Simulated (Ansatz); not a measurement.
**C2H6OSW: small, medium and large basis sets**

How large a basis does C2H6OSW need? Two functionals are run in growing sets.

Method: one geometry, several basis sets; program: Ansatz 0.2.0, Gaussian basis.

Levels to be run: PBE0-D4/def2-SVP; ωB97M-V/def2-SVP; PBE0-D4/def2-QZVPP; ωB97M-V/def2-QZVPP; the functionals' def2-TZVPP values are taken from earlier runs.

**1. Structure used throughout**

All runs share one geometry, relaxed beforehand with PBE0-D4 in a triple-zeta def2 set. W takes the def2 core potential; no spin-orbit term is included.

SMILES `[CH3][W]([CH3])(=[O])=[S]`, 11 atoms, charge 0, spin multiplicity 1.

Atoms are counted from 1 here; the program's logs count them from 0.

Bond lengths: C1–W2 2.099 Å, C1–H6 1.095 Å, C1–H7 1.093 Å, C1–H8 1.097 Å, W2–C3 2.099 Å, W2–O4 1.694 Å, W2–S5 2.131 Å, C3–H9 1.095 Å, C3–H10 1.093 Å, C3–H11 1.097 Å. Angles: W2–C1–H6 109.5°, W2–C1–H7 112.5°, W2–C1–H8 108.6°, H6–C1–H7 108.3°, H6–C1–H8 109.7°, H7–C1–H8 108.2°, C1–W2–C3 112.5°, C1–W2–O4 107.6°, C1–W2–S5 109.0°, C3–W2–O4 107.6°, C3–W2–S5 109.0°, O4–W2–S5 111.3°, W2–C3–H9 109.5°, W2–C3–H10 112.5°, W2–C3–H11 108.6°, H9–C3–H10 108.3°, H9–C3–H11 109.7°, H10–C3–H11 108.2°.

**2. PBE0-D4 in def2-SVP**

in.yaml

```yaml
crystal:
  periodic: [false, false, false]
  atoms:
    - {symbol: C, position_ang: [-1.708006, 0.508132, 0.165614]}
    - {symbol: W, position_ang: [0.207573, 0.317115, -0.671972]}
    - {symbol: C, position_ang: [1.471227, -0.896375, 0.484859]}
    - {symbol: O, position_ang: [0.032683, -0.422701, -2.185910]}
    - {symbol: S, position_ang: [1.080351, 2.252270, -0.853086]}
    - {symbol: H, position_ang: [-1.630833, 0.980187, 1.150662]}
    - {symbol: H, position_ang: [-2.376712, 1.111471, -0.452994]}
    - {symbol: H, position_ang: [-2.145684, -0.492154, 0.269034]}
    - {symbol: H, position_ang: [1.600570, -0.448970, 1.475948]}
    - {symbol: H, position_ang: [2.458295, -1.022316, 0.033536]}
    - {symbol: H, position_ang: [1.010516, -1.886658, 0.584300]}
basis:
  gaussian: {orbitals: def2-SVP}
hamiltonian: {xc: pbe0, dispersion: d4}
output: {orbitals: {seedname: orbitals}}
```

Command:

```console
$ ansatz run in.yaml --threads 4 --pin off --events-out ev --progress --plain --max-ram 11315MiB
```

Further steps of the session: ωB97M-V in def2-SVP; PBE0-D4 in def2-QZVPP; ωB97M-V in def2-QZVPP.

Q: Predict the results of all the runs planned. Wanted: PBE0-D4: double and triple zeta above quadruple; ωB97M-V: double and triple zeta above quadruple.

As calculated:

```
                                       quantity           value
PBE0-D4: double and triple zeta above quadruple   9.86, 0.60 eV
ωB97M-V: double and triple zeta above quadruple  10.08, 0.57 eV
```

PBE0-D4 gains 9.26 eV from double to triple zeta, then 0.60 eV more. Total energies overstate the basis error of differences, where much of it tends to cancel.
